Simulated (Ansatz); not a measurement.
## BiTe: equation of state with r2SCAN

The system is BiTe.

```
Bi Te
1.0
     0.00000    3.23500    3.23500
     3.23500    0.00000    3.23500
     3.23500    3.23500    0.00000
Bi Te
1 1
Direct
  0.00000 0.00000 0.00000
  0.50000 0.50000 0.50000
```

```yaml
Program: Ansatz 0.2.0
Task: equation of state
Functional: r2SCAN
Potentials_or_basis: Ansatz PAW
Cutoff: 500 eV
Density_cutoff: 2000 eV
k_mesh: 7 × 7 × 7
Occupations: fermi-dirac, width 0.05 eV
Spin: no spin polarisation
```

```
Equilibrium volume                      : 33.93 Å³/atom
Bulk modulus                            : 51 GPa
Pressure derivative of the bulk modulus : 4.6
```

Energy against volume, from the lowest point:
```
volume (Å³/atom)  energy (meV/atom)
          31.824              23.18
          32.501              10.24
          33.178               2.71
          33.855               0.00
          34.532               1.61
          35.209               7.09
          35.886              16.04
```

All runs of the series together: 10 s on 2 threads of Intel(R) Xeon(R) 6975P-C (Granite Rapids) (shared host).

Caveat: the PAW data sets were made with another functional, which shifts forces and pressure a little.
